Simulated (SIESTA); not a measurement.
AlBO3:

```xyz
10
Lattice="2.2319 1.2886 4.5817 -2.2319 1.2886 4.5817 0.0000 -2.5772 4.5817" Properties=species:S:1:pos:R:3 pbc="T T T"
Al    0.0000    0.0000    6.8725
Al    0.0000    0.0000    0.0000
O    -0.6897    1.3826    5.7271
O     1.5422   -0.0940    5.7271
O    -0.8525   -1.2886    5.7271
O     0.6897   -1.3826    8.0179
O    -1.5422    0.0940    8.0179
O     0.8525    1.2886    8.0179
B     0.0000    0.0000   10.3088
B     0.0000    0.0000    3.4363
```

* Program: SIESTA 5.4.2
* Task: single point
* Functional: PBEsol
* Potentials or basis: PseudoDojo 0.4 standard (PBEsol files)
* Basis: DZP (energy shift 0.003 Ry)
* Grid cutoff: 800 Ry
* Energy shift: 0.003 Ry
* k mesh: 7 × 7 × 7
* Occupations: fermi-dirac, width 0.05 eV
* Spin: no spin polarisation

On this cell: pressure 2.7 GPa; largest force 0.384 eV/Å; band gap on the k mesh 5.79 eV, indirect (least direct gap 5.93 eV).

The same run follows on a disturbed copy (atoms moved at random, drawn with an rms of 0.05 Å):

```
CELL_PARAMETERS angstrom
2.23190 1.28859 4.58167
-2.23190 1.28859 4.58167
0.00000 -2.57718 4.58167
ATOMIC_POSITIONS crystal
Al 0.50676 0.50682 0.49243
Al 0.00391 0.99565 0.01289
O 0.43988 0.74572 0.06403
O 0.74919 0.06564 0.43354
O 0.05198 0.44615 0.75238
O 0.56172 0.23879 0.94419
O 0.25098 0.92784 0.56775
O 0.93837 0.57563 0.24422
B 0.75828 0.73797 0.74149
B 0.25524 0.25092 0.25081
```

What changes?

The energy moves by +32.6 meV/atom; pressure 1.6 GPa; largest force 3.834 eV/Å; band gap on the k mesh 5.59 eV, indirect (least direct gap 5.70 eV).

Forces in eV/Å, atoms in the order of the input:
```
Al   0.245 -0.411 -0.157
Al  -0.156  0.753 -0.692
O    0.305  0.966 -0.215
O    0.317 -0.957  0.194
O    3.088  0.192 -0.060
O   -0.156  0.589  0.212
O   -1.352  1.105  0.647
O    1.868 -0.862 -0.312
B   -3.747 -0.436  0.686
B   -0.411 -0.938 -0.305
```

Stress tensor (GPa, compression positive):
```
 5.18  2.05  0.04
 2.05 -0.79  0.15
 0.04  0.15  0.28
```

Caveats: an odd mesh through Γ misses points on the zone boundary, where band edges often lie; the basis of atomic orbitals isn't converged, which shifts pressures, moduli and gaps.
